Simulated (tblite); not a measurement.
# C5H10B2F2: the cost of one run

The runs use tblite 0.8.0 and PySCF 2.14.0, with density-fitted response routines of our own; the level of theory stands in each step. All values are computed, except where a source is named. Atoms count from 0, in the outputs and in this text.

### Step 1. The starting structure

19 atoms, charge 0, multiplicity 1; geometry from: force field or distance geometry start.

Bonds of the start (Å): B0–C1 1.57, C1–B2 1.58, B2–F3 1.44, B2–F4 1.46, C1–C5 1.52, C5–C6 1.52, C6–C7 1.51, C7–C8 1.52, C8–C1 1.53, B0–H9 1.19, B0–H10 1.17, C5–H11 1.10, C5–H12 1.09, C6–H13 1.10, C6–H14 1.12, C7–H15 1.10, C7–H16 1.12, C8–H17 1.09, C8–H18 1.09.

### Step 2. Relaxing the molecule with GFN2-xTB

The job: settings as JSON, then the geometry in Å.

```
{"job": {"kind": "relax", "xc": "GFN2-xTB", "basis": "xTB"}, "charge": 0, "multiplicity": 1}
B     -1.310900     1.444000     0.407000
C     -0.710800     0.036400     0.065800
B     -1.821800    -1.070100    -0.104200
F     -1.913500    -1.954500    -1.234200
F     -2.915200    -1.143400     0.858100
C      0.115600     0.200700    -1.198000
C      1.487900     0.470200    -0.601100
C      1.579500    -0.655200     0.407200
C      0.260700    -0.457700     1.142200
H     -1.816600     2.034800    -0.493900
H     -0.834500     2.078500     1.263700
H      0.049900    -0.750400    -1.737600
H     -0.216000     1.088300    -1.740600
H      2.303500     0.467500    -1.338100
H      1.379700     1.438600    -0.044200
H      2.444400    -0.598200     1.078800
H      1.542300    -1.603400    -0.187200
H      0.412000     0.377300     1.832300
H     -0.046400    -1.394200     1.616500
```

Started as:

```sh
$ OMP_NUM_THREADS=1 python probes_run.py task.json out
```

One launch serves the whole session: the jobs run in the order shown.

Q: Estimate the wall time of this first job on 1 thread of Intel Xeon at 2.50GHz, shared host.

About 2.2 s.
